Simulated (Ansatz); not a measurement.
# CoSi2: the cost of one run

Method: DFT, PBE, PAW with Ansatz's default frozen-core files, scalar-relativistic, in Ansatz 0.2.0.

The COD entry's cell or inner coordinates are ideal or old and differ from later refinements, so a difference from it is no clean test against experiment.

## 1. The starting structure

The structure is cubic, space group Fm-3m (No. 225). The conventional cell has a = 5.356 Å, b = 5.356 Å, c = 5.356 Å, α = 90.00°, β = 90.00°, γ = 90.00°. Around Co (site symmetry m-3m) lie 8 Si at 2.32 Å. Around Si (site symmetry -43m) lie 4 Co at 2.32 Å.

As a file:

```
CELL_PARAMETERS angstrom
0.00000 2.67800 2.67800
2.67800 0.00000 2.67800
2.67800 2.67800 0.00000
ATOMIC_POSITIONS crystal
Co 0.00000 0.00000 0.00000
Si 0.25000 0.25000 0.25000
Si 0.75000 0.75000 0.75000
```

Atoms are numbered in the order of the input: Co1, Si2, Si3.

## 2. Free moments from the typed start, PAW

Contents of input.yaml:

```yaml
crystal:
  lattice:
    - [0.0, 2.678, 2.678]
    - [2.678, 0.0, 2.678]
    - [2.678, 2.678, 0.0]
  atoms:
    - { symbol: Co, position: [0.0, 0.0, 0.0], spin: 2.0 }
    - { symbol: Si, position: [0.25, 0.25, 0.25] }
    - { symbol: Si, position: [0.75, 0.75, 0.75] }
magnetization:
  spin_polarized: true
kpoints:
  mp_grid: { grid: [11, 11, 11] }
scf:
  occupations: { method: fermi_dirac, width: 0.05 }
  lower_state_search: "off"
hamiltonian:
  xc: pbe
  pseudopotentials: { kind: paw }
output:
  forces: true
  stress: true
  eigenvalues: true
  populations: true
```

On the command line:

```bash
> ansatz run input.yaml --threads 2 --pin off --max-ram 6144MiB --backend cpu --events-out ev --progress --plain --runs-dir out
```

**Question.** How long does this run take on 2 threads of Arm Neoverse V1, shared host, and how much memory does it need?

About 5.3 s, with a peak of 0.36 GiB.
